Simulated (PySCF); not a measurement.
**InH2F (SMILES [F][InH2]): levels of theory compared**

Wanted: a comparison of 5 runs (M06-2X/STO-3G, PBE0/STO-3G, CCSDT/STO-3G, CISD/STO-3G, CCSD(T)/STO-3G) of InH2F. 

Program for the calculation: PySCF 2.14.0.

2 further runs of the same task are left out: 2 set aside as unsound or not needed.

## 1. Starting point

The species is InH2F (4 atoms), meant as a singlet with charge 0. As SMILES, `[F][InH2]`. Geometry: relaxed at PBE0-D4/def2-TZVP.

Bond lengths: F1–In2 1.961 Å, In2–H3 1.702 Å, In2–H4 1.702 Å. Angles: F1–In2–H3 110.4°, F1–In2–H4 110.4°, H3–In2–H4 139.2°.

## 2. The energy at M06-2X/STO-3G (run 1)

Input file run.py:

```python
from pyscf import gto, dft

mol = gto.M(
    atom='''
F   -1.631800  -0.629400   0.188600
In   0.194400   0.052300  -0.026300
H    1.304300  -0.965100   0.767900
H    0.188600   1.481900  -0.950400
''',
    verbose=3,
    spin=0,
    basis='sto-3g',
    max_memory=1860,
)

calc0 = dft.RKS(mol)
calc0.xc = 'm06-2x'
calc0.grids.level = 5
calc0.conv_tol = 1e-10
calc0.kernel()
if not calc0.converged:
    calc0 = calc0.newton().run(calc0.mo_coeff, calc0.mo_occ)

e_tot = calc0.e_tot
print('E(%s) = %.9f' % ('M06-2X', e_tot))
```

Started as:

```
$ OMP_NUM_THREADS=1 python run.py
```

Output:

```text
converged SCF energy = -5784.60813293457
E(M06-2X) = -5784.608132935
```

Run time: 5.7 s. Hardware: 1 thread of Arm Neoverse V1, shared host; peak memory 0.26 GiB.

## 3. The energy at PBE0/STO-3G (run 2)

Input file run.py:

```python
# [F][InH2]
from pyscf import gto, dft

system = gto.M(
    atom='F -1.631800 -0.629400 0.188600; In 0.194400 0.052300 -0.026300; H 1.304300 -0.965100 0.767900; H 0.188600 1.481900 -0.950400',
    basis='sto-3g',
    verbose=4,
    max_memory=1860,
)

myscf = dft.RKS(system)
myscf.xc = 'pbe0'
myscf.grids.level = 5
myscf.conv_tol = 1e-10
myscf.kernel()
if not myscf.converged:
    myscf = myscf.newton().run(myscf.mo_coeff, myscf.mo_occ)

e_tot = myscf.e_tot
print('E(%s) = %.9f' % ('PBE0', e_tot))
```

Started as:

```
$ OMP_NUM_THREADS=1 python run.py
```

Output:

```text
PySCF version 2.14.0

[INPUT] num. atoms = 4
[INPUT] num. electrons = 60
[INPUT] charge = 0
[INPUT] spin (= nelec alpha-beta = 2S) = 0
[INPUT] symmetry False subgroup None
[INPUT] Mole.unit = angstrom
[INPUT] Symbol           X                Y                Z      unit          X                Y                Z       unit  Magmom
[INPUT]  1 F     -1.631800000000  -0.629400000000   0.188600000000 AA   -3.083655090065  -1.189393622801   0.356402347093 Bohr   0.0
[INPUT]  2 In     0.194400000000   0.052300000000  -0.026300000000 AA    0.367362758615   0.098832676315  -0.049699797076 Bohr   0.0
[INPUT]  3 H      1.304300000000  -0.965100000000   0.767900000000 AA    2.464769784270  -1.823774682818   1.451120691054 Bohr   0.0
[INPUT]  4 H      0.188600000000   1.481900000000  -0.950400000000 AA    0.356402347093   2.800385143993  -1.795995708787 Bohr   0.0

nuclear repulsion = 152.79176679111
number of shells = 16
number of NR pGTOs = 102
number of NR cGTOs = 34
basis = sto-3g
ecp = {}

******** <class 'pyscf.dft.rks.RKS'> ********
method = RKS
initial guess = minao
damping factor = 0
level_shift factor = 0
DIIS = <class 'pyscf.scf.diis.CDIIS'>
diis_start_cycle = 1
diis_space = 8
diis_damp = 0
SCF conv_tol = 1e-10
SCF conv_tol_grad = None
SCF max_cycles = 50
direct_scf = True
direct_scf_tol = 1e-13
XC library pyscf.dft.libxc version 7.0.0
    S. Lehtola, C. Steigemann, M. J.T. Oliveira, and M. A.L. Marques.,  SoftwareX 7, 1–5 (2018)
XC functionals = pbe0
radial grids:
    Treutler-Ahlrichs [JCP 102, 346 (1995); DOI:10.1063/1.469408] (M4) radial grids

becke partition: Becke, JCP 88, 2547 (1988); DOI:10.1063/1.454033
pruning grids: <function nwchem_prune>
grids dens level: 5
symmetrized grids: False
atomic radii adjust function: <function treutler_atomic_radii_adjust>
small_rho_cutoff = 0
Set gradient conv threshold to 1e-05
Initial guess from minao.
tot grids = 138288
init E= -5768.97077038508
  HOMO = -0.613011762472699  LUMO = -0.357288890647662  gap/eV = 6.95857
cycle= 1 E= -5783.97881260272  delta_E=  -15  |g|= 0.425  |ddm|= 2.18
  HOMO = 0.0671692300930745  LUMO = 0.14540123555699  gap/eV = 2.12880
cycle= 2 E= -5783.39432300715  delta_E= 0.584  |g|= 1.45  |ddm|= 2.49
  HOMO = -0.108114746024893  LUMO = 0.0999936010825353  gap/eV = 5.66292
cycle= 3 E= -5784.07487115815  delta_E= -0.681  |g|= 0.0829  |ddm|= 1.73
  HOMO = -0.135870626417001  LUMO = 0.0811668697681461  gap/eV = 5.90589
cycle= 4 E= -5784.07779162477  delta_E= -0.00292  |g|= 0.0261  |ddm|= 0.199
  HOMO = -0.142183380787529  LUMO = 0.0830844935898383  gap/eV = 6.12985
cycle= 5 E= -5784.07811964649  delta_E= -0.000328  |g|= 0.00141  |ddm|= 0.05
  HOMO = -0.141672937798287  LUMO = 0.0830956186005261  gap/eV = 6.11626
cycle= 6 E= -5784.07812065968  delta_E= -1.01e-06  |g|= 0.00013  |ddm|= 0.00286
  HOMO = -0.141687464824602  LUMO = 0.0830849059995796  gap/eV = 6.11637
cycle= 7 E= -5784.07812067709  delta_E= -1.74e-08  |g|= 6.57e-05  |ddm|= 0.00059
  HOMO = -0.141667005335855  LUMO = 0.0830848466001782  gap/eV = 6.11581
cycle= 8 E= -5784.07812067915  delta_E= -2.06e-09  |g|= 3.31e-06  |ddm|= 0.000134
  HOMO = -0.141667264012583  LUMO = 0.0830851700113416  gap/eV = 6.11583
cycle= 9 E= -5784.07812067915  delta_E= -3.64e-12  |g|= 1.97e-07  |ddm|= 7.57e-06
  HOMO = -0.141667168687899  LUMO = 0.0830851594292453  gap/eV = 6.11582
Extra cycle  E= -5784.07812067916  delta_E= -9.09e-12  |g|= 2.74e-07  |ddm|= 8.83e-07
converged SCF energy = -5784.07812067916
E(PBE0) = -5784.078120679
```

Wall time 4.2 s (1 thread of Arm Neoverse V1, shared host); peak memory 0.26 GiB.

Runs 3 to 4 aren't shown in full; the table further down has their settings and results.

## 4. The energy at CCSD(T)/STO-3G (run 5)

Input file job.py:

```python
from pyscf import gto, scf, cc

system = gto.M(
    atom='F -1.631800 -0.629400 0.188600; In 0.194400 0.052300 -0.026300; H 1.304300 -0.965100 0.767900; H 0.188600 1.481900 -0.950400',
    basis='sto-3g',
    verbose=4,
    max_memory=1860,
)

myscf = scf.RHF(system)
myscf.conv_tol = 1e-10
myscf.kernel()
if not myscf.converged:
    myscf = myscf.newton().run(myscf.mo_coeff, myscf.mo_occ)

mycc = cc.CCSD(myscf, frozen=19)
mycc.kernel()
e_t = mycc.ccsd_t()
e_tot = mycc.e_tot + e_t
print('E(%s) = %.9f' % ('CCSD(T)', e_tot))
```

Started as:

```
$ OMP_NUM_THREADS=1 python job.py
```

Output:

```text
PySCF version 2.14.0

[INPUT] num. atoms = 4
[INPUT] num. electrons = 60
[INPUT] charge = 0
[INPUT] spin (= nelec alpha-beta = 2S) = 0
[INPUT] symmetry False subgroup None
[INPUT] Mole.unit = angstrom
[INPUT] Symbol           X                Y                Z      unit          X                Y                Z       unit  Magmom
[INPUT]  1 F     -1.631800000000  -0.629400000000   0.188600000000 AA   -3.083655090065  -1.189393622801   0.356402347093 Bohr   0.0
[INPUT]  2 In     0.194400000000   0.052300000000  -0.026300000000 AA    0.367362758615   0.098832676315  -0.049699797076 Bohr   0.0
[INPUT]  3 H      1.304300000000  -0.965100000000   0.767900000000 AA    2.464769784270  -1.823774682818   1.451120691054 Bohr   0.0
[INPUT]  4 H      0.188600000000   1.481900000000  -0.950400000000 AA    0.356402347093   2.800385143993  -1.795995708787 Bohr   0.0

nuclear repulsion = 152.79176679111
number of shells = 16
number of NR pGTOs = 102
number of NR cGTOs = 34
basis = sto-3g
ecp = {}

[... 39 lines left out ...]
converged SCF energy = -5782.05528590424
[... 12 lines left out ...]
Init t2, MP2 energy = -5782.10654383743  E_corr(MP2) -0.051257933193206
[... 12 lines left out ...]
CCSD converged
[... 2 lines left out ...]
E(CCSD(T)) = -5782.129619652
```

It took 0.88 s on 1 thread of Arm Neoverse V1, shared host; peak memory 0.1 GiB.

## 5. Overview of the runs

```csv
run,level,integration grid,frozen core orbitals,energy (Eh),dipole moment (D) of the reference,HOMO energy (eV),LUMO energy (eV),wall time
1,M06-2X/STO-3G,5,–,-5784.608133,0.93,-5.81,2.94,5.7 s
2,PBE0/STO-3G,5,–,-5784.078121,0.70,-3.85,2.26,4.2 s
3,CCSDT/STO-3G,–,19,-5782.130550,1.77,-8.41,5.95,2.2 s
4,CISD/STO-3G,–,19,-5782.123421,1.77,-8.41,5.95,0.92 s
5,CCSD(T)/STO-3G,–,19,-5782.129620,1.77,-8.41,5.95,0.88 s
```

## 6. Outcome

```
                                           quantity           value
                                run 5: total energy  -5782.12962 Eh
        run 5: dipole moment (Hartree–Fock density)          1.77 D
         run 5: HOMO energy (Hartree–Fock orbitals)        -8.41 eV
         run 5: LUMO energy (Hartree–Fock orbitals)         5.95 eV
       run 5: HOMO–LUMO gap (Hartree–Fock orbitals)        14.36 eV
run 5: correlation energy (19 core orbitals frozen)       -74.3 mEh
                              run 5: (T) correction       -5.23 mEh
                               run 5: T1 diagnostic           0.019
```

Totals of different functionals can't be ranked against each other. In runs 1, 2, 3, 4, 5 the basis is minimal, so the values are rough. In runs 1, 2, 3, 4, 5 relativity is left out where basis or elements ask for it. All runs together took 14 s, the longest 5.7 s.
